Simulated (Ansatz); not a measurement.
# B2Cl2H6N2: the cost of one run

Method: the settings change from run to run; program: Ansatz 0.2.0, Gaussian basis.

## 1. The relaxed structure

The structure was relaxed beforehand with PBE0-D4 in a triple-zeta def2 set.

SMILES `Cl[B@H-]1[NH2+][B@@H-](Cl)[NH2+]1`, 12 atoms, charge 0, spin multiplicity 1.

Atoms are counted from 1 here; the program's logs count them from 0.

Bond lengths: Cl1–B2 1.826 Å, B2–N3 1.588 Å, B2–N6 1.588 Å, B2–H7 1.198 Å, N3–B4 1.588 Å, N3–H8 1.015 Å, N3–H9 1.011 Å, B4–Cl5 1.826 Å, B4–N6 1.588 Å, B4–H10 1.198 Å, N6–H11 1.011 Å, N6–H12 1.015 Å. Angles: Cl1–B2–N3 112.8°, Cl1–B2–N6 112.8°, Cl1–B2–H7 114.1°, N3–B2–N6 91.4°, N3–B2–H7 111.9°, N6–B2–H7 111.9°, B2–N3–B4 87.1°, B2–N3–H8 113.3°, B2–N3–H9 116.5°, B4–N3–H8 113.3°, B4–N3–H9 116.5°, H8–N3–H9 108.9°, N3–B4–Cl5 112.8°, N3–B4–N6 91.4°, N3–B4–H10 111.9°, Cl5–B4–N6 112.8°, Cl5–B4–H10 114.1°, N6–B4–H10 111.9° and more.

## 2. wB97/ANO-RCC-VTZP

The input, in.yaml:

```yaml
crystal:
  periodic: [false, false, false]
  atoms:
    - {symbol: Cl, position_ang: [-1.077387, -2.043931, -1.225634]}
    - {symbol: B, position_ang: [-0.533829, -0.961153, 0.139943]}
    - {symbol: N, position_ang: [0.998326, -0.557989, 0.032652]}
    - {symbol: B, position_ang: [0.530116, 0.949519, 0.205206]}
    - {symbol: Cl, position_ang: [1.202894, 2.051082, -1.085761]}
    - {symbol: N, position_ang: [-0.984116, 0.548961, -0.055959]}
    - {symbol: H, position_ang: [-0.812246, -1.372509, 1.230020]}
    - {symbol: H, position_ang: [1.402132, -0.751725, -0.878266]}
    - {symbol: H, position_ang: [1.612484, -0.924370, 0.747147]}
    - {symbol: H, position_ang: [0.701138, 1.345270, 1.322852]}
    - {symbol: H, position_ang: [-1.664977, 0.905648, 0.600648]}
    - {symbol: H, position_ang: [-1.297735, 0.755796, -0.998947]}
basis:
  gaussian: {orbitals: ANO-RCC-VTZP}
hamiltonian: {xc: {name: wB97}}
output: {forces: true}
```

The run is started by

```console
> ansatz run in.yaml --threads 4 --pin off --events-out ev --progress --plain --max-ram 11315MiB
```

**Question.** How long does this run take on 4 threads of Arm Neoverse V1, shared host, and how much memory does it need?

About 25 s, with a peak of 1.1 GiB.
